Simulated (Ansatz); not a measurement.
**Si₄NH₁₃ (built from SMILES N.[SiH3][SiH]([SiH3])[SiH3]): molecular dynamics**

Aim: follow the atoms for 60 steps of 0.25 fs with a Langevin thermostat, with velocities drawn for 200 K, and see to which side of the barrier the system falls.

Computed with Ansatz 0.2.0, Gaussian basis. Level: CAM-B3LYP-D4/6-31G.

### Step 1. Starting geometry

The start, a first-order saddle point found at PBE0-D4 in triple zeta: 18 atoms, charge 0, spin multiplicity 1.

Atoms are counted from 1 here; the program's logs count them from 0.

Bond lengths: Si1–Si3 2.331 Å, Si1–Si4 2.326 Å, Si1–H5 1.503 Å, Si1–N7 1.874 Å, Si2–H8 1.509 Å, Si2–H9 1.503 Å, Si2–H10 1.505 Å, Si3–H11 1.493 Å, Si3–H12 1.487 Å, Si3–H13 1.480 Å, Si4–H14 1.487 Å, Si4–H15 1.495 Å, Si4–H16 1.481 Å, H6–N7 1.101 Å, N7–H17 1.017 Å, N7–H18 1.017 Å. Angles: Si3–Si1–Si4 117.3°, Si3–Si1–H5 111.4°, Si3–Si1–N7 108.9°, Si4–Si1–H5 112.1°, Si4–Si1–N7 108.5°, H5–Si1–N7 96.5°, H8–Si2–H9 102.3°, H8–Si2–H10 102.9°, H9–Si2–H10 102.8°, Si1–Si3–H11 108.9°, Si1–Si3–H12 110.4°, Si1–Si3–H13 109.8°, H11–Si3–H12 107.5°, H11–Si3–H13 109.0°, H12–Si3–H13 111.3°, Si1–Si4–H14 109.1°, Si1–Si4–H15 109.3°, Si1–Si4–H16 110.7° and more.

Coordinates:

```xyz
18

Si   -0.1380    1.2528   -0.0562
Si    0.4895   -2.0014    0.2379
Si   -0.2670    0.4618   -2.2455
Si   -1.6373    0.3699    1.4868
H    -0.1028    2.7546   -0.0163
H     1.5167   -0.1143    0.5671
N     1.6027    0.9837    0.5839
H     1.7149   -2.8181   -0.0899
H    -0.4992   -2.4802   -0.7872
H    -0.0091   -2.6401    1.5063
H    -0.5831    1.6035   -3.1541
H     1.0433   -0.0986   -2.6711
H    -1.3425   -0.5494   -2.3499
H    -0.9248    0.1176    2.7680
H    -2.7095    1.3737    1.7633
H    -2.2602   -0.8670    0.9617
H     2.3419    1.3174   -0.0294
H     1.7645    1.3345    1.5246
```

### Step 2. Dynamics

Contents of md/in.yaml:

```yaml
crystal:
  periodic: [false, false, false]
  atoms:
    - {symbol: Si, position_ang: [-0.137980, 1.252804, -0.056215]}
    - {symbol: Si, position_ang: [0.489480, -2.001406, 0.237928]}
    - {symbol: Si, position_ang: [-0.266958, 0.461761, -2.245481]}
    - {symbol: Si, position_ang: [-1.637268, 0.369876, 1.486835]}
    - {symbol: H, position_ang: [-0.102824, 2.754599, -0.016315]}
    - {symbol: H, position_ang: [1.516681, -0.114286, 0.567147]}
    - {symbol: N, position_ang: [1.602721, 0.983689, 0.583860]}
    - {symbol: H, position_ang: [1.714922, -2.818068, -0.089888]}
    - {symbol: H, position_ang: [-0.499209, -2.480232, -0.787157]}
    - {symbol: H, position_ang: [-0.009099, -2.640132, 1.506251]}
    - {symbol: H, position_ang: [-0.583080, 1.603473, -3.154066]}
    - {symbol: H, position_ang: [1.043256, -0.098615, -2.671112]}
    - {symbol: H, position_ang: [-1.342497, -0.549419, -2.349885]}
    - {symbol: H, position_ang: [-0.924818, 0.117556, 2.767964]}
    - {symbol: H, position_ang: [-2.709549, 1.373732, 1.763325]}
    - {symbol: H, position_ang: [-2.260201, -0.867048, 0.961729]}
    - {symbol: H, position_ang: [2.341905, 1.317414, -0.029358]}
    - {symbol: H, position_ang: [1.764518, 1.334503, 1.524637]}
basis:
  gaussian: {orbitals: 6-31G}
hamiltonian: {xc: {name: CAM-B3LYP}, dispersion: d4}
md: {n_steps: 60, timestep: 0.25, temperature: 200, ensemble: nvt_langevin, seed: 426, friction: 0.01, initial_velocities: maxwell_boltzmann}
```

Launch:

```bash
$ ansatz run in.yaml --threads 2 --pin off --events-out ev --progress --plain --max-ram 20480MiB --backend cpu
```

The log of the run:

```text
Functional definition: CAM-B3LYP
  name "CAM-B3LYP"
  cite "Yanai, Tew & Handy, Chem. Phys. Lett. 393, 51 (2004) doi:10.1016/j.cplett.2004.06.011"
  cite "Iikura, Tsuneda, Yanai & Hirao, J. Chem. Phys. 115, 3540 (2001) doi:10.1063/1.1383587"
  cite "Becke, Phys. Rev. A 38, 3098 (1988) doi:10.1103/PhysRevA.38.3098"
  cite "Lee, Yang & Parr, Phys. Rev. B 37, 785 (1988) doi:10.1103/PhysRevB.37.785"
  cite "Vosko, Wilk & Nusair, Can. J. Phys. 58, 1200 (1980) doi:10.1139/p80-159"
  parameter alpha = 0.19
  parameter beta = 0.46
  parameter omega = 0.33/bohr
  parameter ac = 0.81
  # Exact exchange under (alpha + beta erf(omega r))/r, Becke's under what is left of 1/r.
  exchange = (1 - alpha - beta)*b88_x + beta*b88_x_sr(omega) + alpha*exact_x + beta*exact_x_lr(omega)
  correlation = (1 - ac)*vwn5_c + ac*lyp_c
1173 factors; integrals over basis functions are off by at most 1.7e-4 eV
549 factors; integrals over basis functions are off by at most 3.8e-7 eV
mean field evaluation 1: about -33201.5797 eV, gradient 3.3e1 eV
mean field evaluation 2: about -33201.7562 eV, gradient 3.3e1 eV
mean field evaluation 4: about -33203.9378 eV, gradient 8.2e-1 eV
mean field evaluation 8: about -33203.9312 eV, gradient 4.7e-3 eV
mean field -33203.93123139 eV, -1220.2219663206 hartree, gradient 3.0e-5 eV, S^2 0.000000; 0 other end points of the search recorded, 0 dependent functions left out
the calculation of the forces begins
reference -33203.93139429 eV, -1220.2219723071 hartree; 38, 38 occupied and 49, 49 virtual orbitals, 1173 factors
md step     0: t =     0.00 fs  T =   188.9 K  F+E_penalty+E_count = -33204.43572891 eV  E_kin = 0.439484 eV  (23 SCF iters)
these checks for a lower state are left out or cut short: starts, cluster_reference, orbital_swaps, neighbouring_geometries, increment
1173 factors; integrals over basis functions are off by at most 1.7e-4 eV
549 factors; integrals over basis functions are off by at most 3.8e-7 eV
mean field evaluation 16: about -33203.9354 eV, gradient 3.7e-1 eV
mean field -33203.93596969 eV, -1220.2221404500 hartree, gradient 2.4e-5 eV, S^2 0.000000; 0 other end points of the search recorded, 0 dependent functions left out
the calculation of the forces begins
reference -33203.93613259 eV, -1220.2221464364 hartree; 38, 38 occupied and 49, 49 virtual orbitals, 1173 factors
md step     1: t =     0.25 fs  T =   195.8 K  F+E_penalty+E_count = -33204.44061209 eV  E_kin = 0.455659 eV  (22 SCF iters)
these checks for a lower state are left out or cut short: starts, cluster_reference, orbital_swaps, neighbouring_geometries, increment
1173 factors; integrals over basis functions are off by at most 1.7e-4 eV
549 factors; integrals over basis functions are off by at most 3.8e-7 eV
mean field -33203.93743652 eV, -1220.2221943550 hartree, gradient 2.1e-5 eV, S^2 0.000000; 0 other end points of the search recorded, 0 dependent functions left out
the calculation of the forces begins
reference -33203.93759942 eV, -1220.2222003415 hartree; 38, 38 occupied and 49, 49 virtual orbitals, 1173 factors
md step     2: t =     0.50 fs  T =   196.4 K  F+E_penalty+E_count = -33204.44222145 eV  E_kin = 0.456997 eV  (22 SCF iters)
[... from here on, the SCF cycles and remarks between the steps are left out ...]
md step     3: t =     0.75 fs  T =   199.6 K  F+E_penalty+E_count = -33204.44089471 eV  E_kin = 0.464327 eV  (23 SCF iters)
md step     4: t =     1.00 fs  T =   194.6 K  F+E_penalty+E_count = -33204.43654279 eV  E_kin = 0.452822 eV  (22 SCF iters)
md step     5: t =     1.25 fs  T =   192.6 K  F+E_penalty+E_count = -33204.42955472 eV  E_kin = 0.448056 eV  (22 SCF iters)
md step     6: t =     1.50 fs  T =   195.1 K  F+E_penalty+E_count = -33204.42014636 eV  E_kin = 0.453879 eV  (22 SCF iters)
md step     7: t =     1.75 fs  T =   194.3 K  F+E_penalty+E_count = -33204.40829250 eV  E_kin = 0.452033 eV  (22 SCF iters)
md step     8: t =     2.00 fs  T =   182.2 K  F+E_penalty+E_count = -33204.39504462 eV  E_kin = 0.423990 eV  (22 SCF iters)
md step     9: t =     2.25 fs  T =   183.9 K  F+E_penalty+E_count = -33204.38090334 eV  E_kin = 0.427843 eV  (22 SCF iters)
md step    10: t =     2.50 fs  T =   174.7 K  F+E_penalty+E_count = -33204.36586299 eV  E_kin = 0.406493 eV  (22 SCF iters)
md step    11: t =     2.75 fs  T =   171.8 K  F+E_penalty+E_count = -33204.35045170 eV  E_kin = 0.399681 eV  (22 SCF iters)
md step    12: t =     3.00 fs  T =   164.7 K  F+E_penalty+E_count = -33204.33489613 eV  E_kin = 0.383095 eV  (22 SCF iters)
md step    13: t =     3.25 fs  T =   164.1 K  F+E_penalty+E_count = -33204.31960980 eV  E_kin = 0.381865 eV  (22 SCF iters)
md step    14: t =     3.50 fs  T =   156.5 K  F+E_penalty+E_count = -33204.30519383 eV  E_kin = 0.364133 eV  (22 SCF iters)
md step    15: t =     3.75 fs  T =   149.3 K  F+E_penalty+E_count = -33204.29218852 eV  E_kin = 0.347259 eV  (22 SCF iters)
md step    16: t =     4.00 fs  T =   150.3 K  F+E_penalty+E_count = -33204.28063734 eV  E_kin = 0.349694 eV  (22 SCF iters)
md step    17: t =     4.25 fs  T =   145.0 K  F+E_penalty+E_count = -33204.27047201 eV  E_kin = 0.337378 eV  (23 SCF iters)
md step    18: t =     4.50 fs  T =   135.3 K  F+E_penalty+E_count = -33204.26186362 eV  E_kin = 0.314737 eV  (23 SCF iters)
md step    19: t =     4.75 fs  T =   128.2 K  F+E_penalty+E_count = -33204.25496156 eV  E_kin = 0.298167 eV  (21 SCF iters)
md step    20: t =     5.00 fs  T =   125.8 K  F+E_penalty+E_count = -33204.24985303 eV  E_kin = 0.292707 eV  (25 SCF iters)
md step    21: t =     5.25 fs  T =   123.9 K  F+E_penalty+E_count = -33204.24643853 eV  E_kin = 0.288212 eV  (21 SCF iters)
md step    22: t =     5.50 fs  T =   122.4 K  F+E_penalty+E_count = -33204.24429497 eV  E_kin = 0.284803 eV  (21 SCF iters)
md step    23: t =     5.75 fs  T =   126.8 K  F+E_penalty+E_count = -33204.24420543 eV  E_kin = 0.295067 eV  (21 SCF iters)
md step    24: t =     6.00 fs  T =   125.5 K  F+E_penalty+E_count = -33204.24613704 eV  E_kin = 0.292007 eV  (21 SCF iters)
md step    25: t =     6.25 fs  T =   126.2 K  F+E_penalty+E_count = -33204.24961088 eV  E_kin = 0.293628 eV  (21 SCF iters)
md step    26: t =     6.50 fs  T =   127.2 K  F+E_penalty+E_count = -33204.25460570 eV  E_kin = 0.295933 eV  (22 SCF iters)
md step    27: t =     6.75 fs  T =   131.4 K  F+E_penalty+E_count = -33204.26065057 eV  E_kin = 0.305779 eV  (21 SCF iters)
md step    28: t =     7.00 fs  T =   137.6 K  F+E_penalty+E_count = -33204.26761470 eV  E_kin = 0.320218 eV  (21 SCF iters)
md step    29: t =     7.25 fs  T =   137.9 K  F+E_penalty+E_count = -33204.27514309 eV  E_kin = 0.320768 eV  (21 SCF iters)
md step    30: t =     7.50 fs  T =   146.2 K  F+E_penalty+E_count = -33204.28294067 eV  E_kin = 0.340060 eV  (21 SCF iters)
md step    31: t =     7.75 fs  T =   145.0 K  F+E_penalty+E_count = -33204.29046624 eV  E_kin = 0.337270 eV  (23 SCF iters)
md step    32: t =     8.00 fs  T =   150.5 K  F+E_penalty+E_count = -33204.29705225 eV  E_kin = 0.350204 eV  (23 SCF iters)
md step    33: t =     8.25 fs  T =   146.3 K  F+E_penalty+E_count = -33204.30203215 eV  E_kin = 0.340385 eV  (23 SCF iters)
md step    34: t =     8.50 fs  T =   153.5 K  F+E_penalty+E_count = -33204.30521970 eV  E_kin = 0.357254 eV  (22 SCF iters)
md step    35: t =     8.75 fs  T =   159.5 K  F+E_penalty+E_count = -33204.30630726 eV  E_kin = 0.371130 eV  (22 SCF iters)
md step    36: t =     9.00 fs  T =   163.2 K  F+E_penalty+E_count = -33204.30475438 eV  E_kin = 0.379714 eV  (23 SCF iters)
md step    37: t =     9.25 fs  T =   163.8 K  F+E_penalty+E_count = -33204.30023300 eV  E_kin = 0.381079 eV  (22 SCF iters)
md step    38: t =     9.50 fs  T =   158.0 K  F+E_penalty+E_count = -33204.29296687 eV  E_kin = 0.367565 eV  (22 SCF iters)
md step    39: t =     9.75 fs  T =   150.0 K  F+E_penalty+E_count = -33204.28374110 eV  E_kin = 0.348962 eV  (22 SCF iters)
md step    40: t =    10.00 fs  T =   146.1 K  F+E_penalty+E_count = -33204.27300420 eV  E_kin = 0.340030 eV  (22 SCF iters)
md step    41: t =    10.25 fs  T =   138.0 K  F+E_penalty+E_count = -33204.26142856 eV  E_kin = 0.321130 eV  (23 SCF iters)
md step    42: t =    10.50 fs  T =   130.6 K  F+E_penalty+E_count = -33204.25003297 eV  E_kin = 0.303909 eV  (23 SCF iters)
md step    43: t =    10.75 fs  T =   121.8 K  F+E_penalty+E_count = -33204.23934835 eV  E_kin = 0.283422 eV  (25 SCF iters)
md step    44: t =    11.00 fs  T =   115.6 K  F+E_penalty+E_count = -33204.22953990 eV  E_kin = 0.269039 eV  (21 SCF iters)
md step    45: t =    11.25 fs  T =   111.8 K  F+E_penalty+E_count = -33204.22129052 eV  E_kin = 0.260156 eV  (22 SCF iters)
md step    46: t =    11.50 fs  T =   106.4 K  F+E_penalty+E_count = -33204.21501474 eV  E_kin = 0.247647 eV  (21 SCF iters)
md step    47: t =    11.75 fs  T =   109.6 K  F+E_penalty+E_count = -33204.21089641 eV  E_kin = 0.255067 eV  (22 SCF iters)
md step    48: t =    12.00 fs  T =   110.2 K  F+E_penalty+E_count = -33204.20898310 eV  E_kin = 0.256338 eV  (21 SCF iters)
md step    49: t =    12.25 fs  T =   113.3 K  F+E_penalty+E_count = -33204.20975251 eV  E_kin = 0.263692 eV  (21 SCF iters)
md step    50: t =    12.50 fs  T =   113.0 K  F+E_penalty+E_count = -33204.21334003 eV  E_kin = 0.262910 eV  (22 SCF iters)
md step    51: t =    12.75 fs  T =   118.0 K  F+E_penalty+E_count = -33204.21864122 eV  E_kin = 0.274629 eV  (23 SCF iters)
md step    52: t =    13.00 fs  T =   119.6 K  F+E_penalty+E_count = -33204.22586484 eV  E_kin = 0.278196 eV  (22 SCF iters)
md step    53: t =    13.25 fs  T =   125.4 K  F+E_penalty+E_count = -33204.23486805 eV  E_kin = 0.291777 eV  (23 SCF iters)
md step    54: t =    13.50 fs  T =   129.1 K  F+E_penalty+E_count = -33204.24467071 eV  E_kin = 0.300296 eV  (22 SCF iters)
md step    55: t =    13.75 fs  T =   136.2 K  F+E_penalty+E_count = -33204.25482403 eV  E_kin = 0.316786 eV  (22 SCF iters)
md step    56: t =    14.00 fs  T =   139.6 K  F+E_penalty+E_count = -33204.26497544 eV  E_kin = 0.324760 eV  (22 SCF iters)
md step    57: t =    14.25 fs  T =   142.4 K  F+E_penalty+E_count = -33204.27505377 eV  E_kin = 0.331292 eV  (22 SCF iters)
md step    58: t =    14.50 fs  T =   147.6 K  F+E_penalty+E_count = -33204.28514106 eV  E_kin = 0.343413 eV  (22 SCF iters)
md step    59: t =    14.75 fs  T =   154.4 K  F+E_penalty+E_count = -33204.29503665 eV  E_kin = 0.359348 eV  (22 SCF iters)
these checks for a lower state are left out or cut short: starts, cluster_reference, orbital_swaps, neighbouring_geometries, increment
1173 factors; integrals over basis functions are off by at most 1.6e-4 eV
549 factors; integrals over basis functions are off by at most 3.9e-7 eV
mean field -33203.79697406 eV, -1220.2170324548 hartree, gradient 1.9e-5 eV, S^2 0.000000; 0 other end points of the search recorded, 0 dependent functions left out
the calculation of the forces begins
reference -33203.79713680 eV, -1220.2170384355 hartree; 38, 38 occupied and 49, 49 virtual orbitals, 1173 factors
1173 factors; integrals over basis functions are off by at most 1.6e-4 eV
549 factors; integrals over basis functions are off by at most 3.9e-7 eV
mean field evaluation 416: about -33203.7970 eV, gradient 4.4e-4 eV
mean field -33203.79697406 eV, -1220.2170324548 hartree, gradient 1.9e-5 eV, S^2 0.000000; 1 other end points of the search recorded, 0 dependent functions left out
the calculation of the forces begins
reference -33203.79713680 eV, -1220.2170384355 hartree; 38, 38 occupied and 49, 49 virtual orbitals, 1173 factors
md step    60: t =    15.00 fs  T =   158.1 K  F+E_penalty+E_count = -33204.30452972 eV  E_kin = 0.367928 eV  (24 SCF iters)
Total energy: -33204.30469247 eV, -1220.2356907621 hartree
Atom 0 at    -0.173629     1.260877    -0.038410 Å, force     0.339335     0.431297     0.099385 eV/Å
Atom 1 at     0.491269    -2.045682     0.217724 Å, force     0.036560     0.101746     0.013224 eV/Å
Atom 2 at    -0.251687     0.494917    -2.212142 Å, force    -0.157206     0.279225    -0.044286 eV/Å
Atom 3 at    -1.662747     0.388130     1.492472 Å, force     0.408747    -0.201634     0.182014 eV/Å
Atom 4 at    -0.204996     2.753177     0.014470 Å, force     0.131035     0.268621    -0.004862 eV/Å
Atom 5 at     1.426087    -0.203332     0.608609 Å, force     0.373893    -0.447263    -0.221439 eV/Å
Atom 6 at     1.611317     0.908162     0.616049 Å, force    -1.176283     0.435023     1.505607 eV/Å
Atom 7 at     1.466534    -3.118017    -0.113247 Å, force     0.475761    -0.426682    -0.076327 eV/Å
Atom 8 at    -0.554007    -2.342929    -0.833620 Å, force    -0.124730     0.097788    -0.257811 eV/Å
Atom 9 at    -0.246506    -2.646302     1.371380 Å, force    -0.114047    -0.196665     0.504792 eV/Å
Atom 10 at    -0.717336     1.721903    -2.926506 Å, force     0.182301     0.050929    -0.445913 eV/Å
Atom 11 at     1.077902    -0.022045    -2.644299 Å, force    -0.031775     0.087869    -0.175210 eV/Å
Atom 12 at    -1.335766    -0.492273    -2.286230 Å, force    -0.182505    -0.322088    -0.156038 eV/Å
Atom 13 at    -0.736025     0.112079     2.610840 Å, force    -0.037441    -0.107858     0.499464 eV/Å
Atom 14 at    -2.626454     1.421746     1.912769 Å, force    -0.410904     0.244411     0.058614 eV/Å
Atom 15 at    -2.260851    -0.859566     0.988153 Å, force    -0.293799    -0.117049    -0.049688 eV/Å
Atom 16 at     2.315990     1.215689    -0.017718 Å, force     0.870239     0.092448    -0.718024 eV/Å
Atom 17 at     1.833208     1.249729     1.572886 Å, force    -0.289182    -0.270119    -0.713502 eV/Å
Dipole moment:     0.341013     1.408343     0.091741 e Å
```

Run time: 5.2 min. Hardware: 2 threads of AMD EPYC 7R13, shared host; peak memory 0.96 GiB.

### Step 3. Frames and traces

Every 3 steps:

| time (fs) | T (K) | potential (meV) | potential + kinetic (meV) | Si1–N7 (Å) | Si2–H6 (Å) | Si1–Si2 (Å) | H6–N7 (Å) |
| --- | --- | --- | --- | --- | --- | --- | --- |
| 0.00 | 189 | 0.0 | 0.0 | 1.874 | 2.174 | 3.327 | 1.101 |
| 0.75 | 200 | -5.2 | 19.7 | 1.877 | 2.163 | 3.328 | 1.114 |
| 1.50 | 195 | 15.6 | 30.0 | 1.880 | 2.153 | 3.329 | 1.126 |
| 2.25 | 184 | 54.8 | 43.2 | 1.883 | 2.142 | 3.330 | 1.139 |
| 3.00 | 165 | 100.8 | 44.4 | 1.886 | 2.132 | 3.331 | 1.150 |
| 3.75 | 149 | 143.5 | 51.3 | 1.889 | 2.123 | 3.332 | 1.161 |
| 4.50 | 135 | 173.9 | 49.1 | 1.893 | 2.117 | 3.334 | 1.167 |
| 5.25 | 124 | 189.3 | 38.0 | 1.896 | 2.113 | 3.336 | 1.171 |
| 6.00 | 126 | 189.6 | 42.1 | 1.899 | 2.110 | 3.338 | 1.172 |
| 6.75 | 131 | 175.1 | 41.4 | 1.902 | 2.108 | 3.341 | 1.170 |
| 7.50 | 146 | 152.8 | 53.4 | 1.904 | 2.109 | 3.345 | 1.165 |
| 8.25 | 146 | 133.7 | 34.6 | 1.907 | 2.110 | 3.348 | 1.157 |
| 9.00 | 163 | 131.0 | 71.2 | 1.910 | 2.113 | 3.352 | 1.148 |
| 9.75 | 150 | 152.0 | 61.5 | 1.912 | 2.116 | 3.356 | 1.139 |
| 10.50 | 131 | 185.7 | 50.1 | 1.915 | 2.119 | 3.360 | 1.129 |
| 11.25 | 112 | 214.4 | 35.1 | 1.918 | 2.122 | 3.364 | 1.121 |
| 12.00 | 110 | 226.7 | 43.6 | 1.920 | 2.122 | 3.367 | 1.115 |
| 12.75 | 118 | 217.1 | 52.2 | 1.923 | 2.121 | 3.371 | 1.112 |
| 13.50 | 129 | 191.1 | 51.9 | 1.927 | 2.117 | 3.375 | 1.113 |
| 14.25 | 142 | 160.7 | 52.5 | 1.930 | 2.111 | 3.379 | 1.118 |
| 15.00 | 158 | 131.2 | 59.6 | 1.934 | 2.103 | 3.382 | 1.127 |

Energies count from the start.

Positions (Å) and forces (eV/Å) at 15.00 fs:

```xyz
18

Si   -0.174    1.261   -0.038    0.339    0.431    0.099
Si    0.491   -2.046    0.218    0.037    0.102    0.013
Si   -0.252    0.495   -2.212   -0.157    0.279   -0.044
Si   -1.663    0.388    1.492    0.409   -0.202    0.182
H    -0.205    2.753    0.014    0.131    0.269   -0.005
H     1.426   -0.203    0.609    0.374   -0.447   -0.221
N     1.611    0.908    0.616   -1.176    0.435    1.506
H     1.467   -3.118   -0.113    0.476   -0.427   -0.076
H    -0.554   -2.343   -0.834   -0.125    0.098   -0.258
H    -0.247   -2.646    1.371   -0.114   -0.197    0.505
H    -0.717    1.722   -2.927    0.182    0.051   -0.446
H     1.078   -0.022   -2.644   -0.032    0.088   -0.175
H    -1.336   -0.492   -2.286   -0.183   -0.322   -0.156
H    -0.736    0.112    2.611   -0.037   -0.108    0.499
H    -2.626    1.422    1.913   -0.411    0.244    0.059
H    -2.261   -0.860    0.988   -0.294   -0.117   -0.050
H     2.316    1.216   -0.018    0.870    0.092   -0.718
H     1.833    1.250    1.573   -0.289   -0.270   -0.714
```

### Step 4. Outcome

| quantity | value |
| --- | --- |
| length | 60 steps, 15.0 fs |
| temperature at the start | 189 K |
| mean temperature, second half | 136 K |
| lowest and highest potential energy, from the first frame | -6 and 227 meV |
| largest change of potential + kinetic | 77.1 meV |

By the last frame it has not clearly left the saddle region. The thermostat trades energy with the molecule, so the sum of potential and kinetic energy isn't conserved: it changes by +60 meV over the run. The mean temperature of the second half is still well below the 200 K set. The instant temperature ranges from 106 to 200 K, as energy passes between motion and strain. Under Langevin the temperature counts 3N degrees of freedom, more than the drawn velocities fill, so it starts at 189 K, not 200 K.
